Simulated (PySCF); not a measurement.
SiSH4, in a box:

```
Si S H
1.0
    12.00000    0.00000    0.00000
     0.00000   12.00000    0.00000
     0.00000    0.00000   13.00000
Si S H
1 1 4
Direct
  0.51704 0.49626 0.46557
  0.60680 0.51716 0.60625
  0.39537 0.51202 0.48052
  0.54024 0.38002 0.43353
  0.55617 0.57498 0.38518
  0.57503 0.62348 0.62005
```

Base run:

- Program: PySCF 2.14.0
- Functional: BHandHLYP
- Dispersion: D4
- Potentials or basis: 6-31g* (all-electron)
- k mesh: 1 × 1 × 1
- Occupations: fixed
- Spin: no spin polarisation

Its results: gap between the frontier levels 9.62 eV.

**Question.** The run is repeated on the same cell with these changes: functional from BHandHLYP to TPSSh. What comes out?

**Answer.** Gap between the frontier levels 6.69 eV.

Caveats: this is a molecule in a periodic box at the Γ point, so its band gap is the HOMO-LUMO gap; the basis of atomic orbitals isn't converged, which shifts pressures, moduli and gaps.

